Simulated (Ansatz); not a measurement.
The system is Ta3AsAu2O13.

```xyz
19
Lattice="5.4520 0.0000 0.0000 -2.7260 4.7216 0.0000 0.0000 0.0000 9.5790" Properties=species:S:1:pos:R:3 pbc="T T T"
Ta    0.0000    0.0000    1.8591
Ta    0.0000    0.0000    7.7199
Ta    2.7260    1.5739    0.0000
As    0.0000    0.0000    4.7895
Au    0.0000    3.1478    2.6273
Au    0.0000    3.1478    6.9517
O     0.0000    0.0000    0.0000
O    -1.3422    4.5861    3.4870
O    -0.5745    1.2662    3.4870
O     1.9167    3.5909    3.4870
O    -1.3422    4.5861    6.0921
O    -0.5745    1.2662    6.0921
O     1.9167    3.5909    6.0921
O     1.1852    1.5782    8.2230
O     3.4927    0.2373    8.2230
O     3.5002    2.9061    8.2230
O     1.1852    1.5782    1.3560
O     3.4927    0.2373    1.3560
O     3.5002    2.9061    1.3560
```

The cell was built by a generator and needn't be a form met in nature.

Base run:

```yaml
Program: Ansatz 0.2.0
Functional: PBE
Potentials_or_basis: SPMS NC
Cutoff: 1034 eV
Density_cutoff: 4136 eV
k_mesh: 6 × 6 × 3
Occupations: fermi-dirac, width 0.05 eV
Spin: no spin polarisation
```

Its results: band gap on the k mesh none (metal or under the smearing width); pressure -0.6 GPa; largest force 0.180 eV/Å.

**Question.** The run is repeated on the same cell with these changes: potentials or basis from SPMS NC to Ansatz NC; cutoff from 1034 eV to 1240 eV; density cutoff from 4136 eV to 4960 eV; valence electrons from 170 to 212. What comes out?

**Answer.** Band gap on the k mesh none (metal or under the smearing width); pressure 0.0 GPa; largest force 0.233 eV/Å.

Not every run made on this cell is shown here.
